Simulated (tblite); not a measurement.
# Ge23H36: the cost of one run

Computed with tblite 0.8.0 and PySCF 2.14.0 and routines of our own; the level stands in each step. Atoms count from 0.

## 1. The system as given

59 atoms, charge 0, multiplicity 1; geometry from: force field, distance geometry or constructed start.

## 2. Optimising the geometry with GFN2-xTB

Job settings and geometry (Å):

```
{"job": {"kind": "relax", "xc": "GFN2-xTB", "basis": "xTB"}, "charge": 0, "multiplicity": 1}
Ge     2.010400     0.057100    -0.367500
Ge    -0.003200     1.219300     0.427200
Ge    -2.000300     0.056600    -0.364900
Ge    -2.006200    -2.252400     0.427900
Ge    -0.001000    -3.415900    -0.362500
Ge     2.002200    -2.257300     0.431500
Ge    -4.010800    -3.413000    -0.369200
Ge    -4.007500    -5.727700     0.435600
Ge    -2.002800    -6.890300    -0.366300
Ge    -0.002800    -5.731200     0.435700
Ge     4.008800     3.531200    -0.368000
Ge     2.003000     4.688300     0.434100
Ge    -0.003400     3.533100    -0.360900
Ge     4.013100     1.216100     0.431400
Ge     2.003300     7.011100    -0.365700
Ge    -0.001900     8.164400     0.440400
Ge    -2.005100     7.007900    -0.365000
Ge    -2.006600     4.686900     0.433100
Ge     4.010300    -3.412900    -0.363400
Ge     2.008300    -6.887300    -0.363200
Ge     4.008600    -5.726600     0.435600
Ge    -4.011800     3.533900    -0.366100
Ge    -4.007500     1.221300     0.440700
H      2.001300     0.054600    -1.897400
H      0.000500     1.219300     1.965000
H     -2.011600     0.058000    -1.893400
H     -2.004800    -2.254500     1.963400
H     -0.000600    -3.414100    -1.894700
H      2.006100    -2.256400     1.962100
H     -4.009800    -3.414300    -1.892500
H     -5.257500    -2.692300     0.139800
H     -4.012800    -5.729100     1.964300
H     -5.262100    -6.452100    -0.074600
H     -2.003400    -6.889500    -1.892200
H     -2.004300    -8.330100     0.137600
H      0.000500    -5.728200     1.961200
H      4.010100     3.532500    -1.900000
H      5.262000     4.256700     0.138300
H      2.006600     4.686400     1.964000
H     -0.004800     3.535800    -1.894700
H      4.010800     1.214400     1.967900
H      5.267000     0.489300    -0.069000
H      2.010400     7.007000    -1.899500
H      3.258300     7.727300     0.139100
H     -0.003700     8.165500     1.966500
H     -0.001900     9.609100    -0.076100
H     -2.003100     7.006100    -1.896500
H     -3.256000     7.730400     0.143200
H     -2.003900     4.690700     1.964300
H      4.012800    -3.414000    -1.893900
H      5.260200    -2.700200     0.144000
H      2.012100    -6.886900    -1.896200
H      2.005100    -8.332300     0.141000
H      4.007500    -5.732000     1.961100
H      5.261800    -6.453100    -0.071200
H     -4.011400     3.535400    -1.895300
H     -5.254500     4.248500     0.139000
H     -4.008200     1.224300     1.963400
H     -5.261000     0.494200    -0.068700
```

Started as:

```sh
$ OMP_NUM_THREADS=4 python large_run.py task.json out
```

This one command runs all jobs of the session in turn.

Q: Estimate the wall time and peak memory of this first job on 4 threads of Arm Neoverse V1, shared host.

About 12 s, with a peak of 0.16 GiB.
